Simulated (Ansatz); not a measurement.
**TePt (R-3m): band structure from a Python script**

The task is a band structure, for TePt (R-3m).

The COD entry's cell or inner coordinates are ideal or old and differ from later refinements, so a difference from it is no clean test against experiment.

Computed with Ansatz 0.2.0 through its Python package. Level of theory: DFT PBEsol, plane waves, PAW.

### 1 Starting point

It takes space group R-3m (No. 166, trigonal). The conventional cell has a = 3.963 Å, b = 3.963 Å, c = 19.983 Å, α = 90.00°, β = 90.00°, γ = 120.00°. Te (site symmetry 3m) has 3 Pt at 2.59 Å as nearest neighbours. Around Pt (site symmetry 3m) lie 3 Te at 2.59 Å and 3 Pt at 2.72 Å.

The script reads POSCAR_tept:

```text
TePt
1.0
   1.98156613    1.14405774    6.66103348
  -1.98156613    1.14405774    6.66103348
   0.00000000   -2.28811547    6.66103348
Te Pt
2 2
Direct
   0.59800000    0.59800000    0.59800000
   0.40200000    0.40200000    0.40200000
   0.87033333    0.87033333    0.87033333
   0.12966667    0.12966667    0.12966667
```

### 2 Script

Input file bands_tept.py:

```python
'''Band structure of TePt.'''

import warnings

import ansatz as az
from ase.io import read
import numpy as np
import pandas as pd

KMESH = (7, 7, 7)
OCCUPATIONS = 'Fermi-Dirac'
SMEARING_WIDTH = 0.05
XC = 'pbesol'
N_EMPTY = 8

warnings.simplefilter('ignore', az.DeckWarning)

atoms = read('POSCAR_tept', format='vasp')
structure = az.Crystal.from_ase(atoms)

# vertices of the path, as fractions of the reciprocal vectors
path = [
    ('H_0', (0.5, -0.18633, 0.18633)),
    ('L', (0.5, 0.0, 0.0)),
    ('G', (0.0, 0.0, 0.0)),
    ('S_0', (0.34317, -0.34317, 0.0)),
]
calculation = structure.calculation()
calculation = calculation.basis(16 * az.Ha)
calculation = calculation.kpoints(*KMESH, center='gamma')
calculation = calculation.occupations(OCCUPATIONS, width=SMEARING_WIDTH)
calculation = calculation.functional(XC)
calculation = calculation.band_structure([point for _, point in path], intervals=6)
calculation = calculation.scf(extra_bands=N_EMPTY).forces()
history = []
result = calculation.session().plan().execute(on_event=lambda event: history.append(event['data']['dr2_ev']) if event['event'] == 'scf_iter' else None)
summary = result.report
print('density residual by iteration (eV):', ' '.join(f'{value:.1e}' for value in history[:40]))

print(f'free energy      {summary["free_energy_ev"]:.5f} eV')
print(f'per atom         {summary["free_energy_ev"] / len(result.lattice.sites):.5f} eV')
print(f'SCF iterations   {summary["n_iterations"]}  (converged: {summary["converged"]})')

# forces, one row an atom
table = pd.DataFrame(summary['forces_ev_ang'], columns=['fx', 'fy', 'fz'])
table.insert(0, 'atom', [site['symbol'] for site in summary['lattice']['sites']])
print(table.round(4).to_string())

if result.unlabelled_reasons:
    print('not a label:', result.unlabelled_reasons)
else:
    print(result.training_frame().splitlines()[0], 'atoms in the frame')

bands = result.band_structure()
fermi = bands.fermi_energy_ev
print(f'zero of the bands: {fermi:.3f} eV, the Fermi level found on the SCF mesh')
for spin, channel in enumerate(bands.channels):
    levels = channel.eigenvalues_ev - fermi
    crossing = [b for b in range(levels.shape[1]) if levels[:, b].min() < 0 < levels[:, b].max()]
    print(f'channel {spin}: bands that cross the Fermi level on this path:', [b + 1 for b in crossing] or 'none')
    shown = crossing or sorted(np.argsort(np.abs(levels).min(axis=0))[:2])
    for k, row in zip(bands.kpoints_frac, levels[:, shown]):
        print(f'{k[0]:7.3f} {k[1]:7.3f} {k[2]:7.3f}  ', ' '.join(f'{e:8.3f}' for e in row))
```

### 3 What the engine is handed

The engine receives this input:

```yaml
crystal:
  lattice:
    - [1.98156613, 1.14405774, 6.66103348]
    - [-1.98156613, 1.14405774, 6.66103348]
    - [0.0, -2.28811547, 6.66103348]
  atoms:
    - { symbol: Te, position: [0.598, 0.598, 0.598] }
    - { symbol: Te, position: [0.402, 0.402, 0.402] }
    - { symbol: Pt, position: [0.8703333300000001, 0.8703333300000001, 0.8703333300000001] }
    - { symbol: Pt, position: [0.12966667, 0.12966667000000004, 0.12966667] }
basis:
  ecutwfc: 435.382179935808
kpoints:
  mp_grid:
    grid: [7, 7, 7]
    shift: [0.0, 0.0, 0.0]
  band_path:
    path:
      - [0.5, -0.18633, 0.18633]
      - [0.5, 0.0, 0.0]
      - [0.0, 0.0, 0.0]
      - [0.34317, -0.34317, 0.0]
    npoints: 6
hamiltonian:
  xc: pbesol
scf:
  n_extra_bands: 8
  occupations:
    method: fermi_dirac
    width: 0.05
output:
  forces: true
```

### 4 Running it

Started as:

```sh
$ python bands_tept.py
```

Without the output at hand: what should come out? Wanted: free energy; largest force; bands on the path.

As calculated:

| quantity | value |
| --- | --- |
| free energy | -38572.0256 eV (-9643.0064 eV/atom) |
| largest force | 0.157 eV/Å |
| bands on the path | cross the Fermi level |

In words: Bands cross the Fermi level along the path, so it is a metal at this level. Forces reach 0.16 eV/Å, so the atoms aren't at rest. Caveats:
- For a metal this k-point mesh is coarse: on a finer one energies can move by several to tens of meV an atom and pressures by half a GPa or more, differences at one mesh by less.
- Of the deposited cell: the entry's cell lengths or inner coordinates differ somewhat from later room-temperature determinations.
- Spin-orbit coupling, which matters for elements this heavy, is left out.
- Levels are Kohn-Sham eigenvalues on this mesh, without spin-orbit coupling.
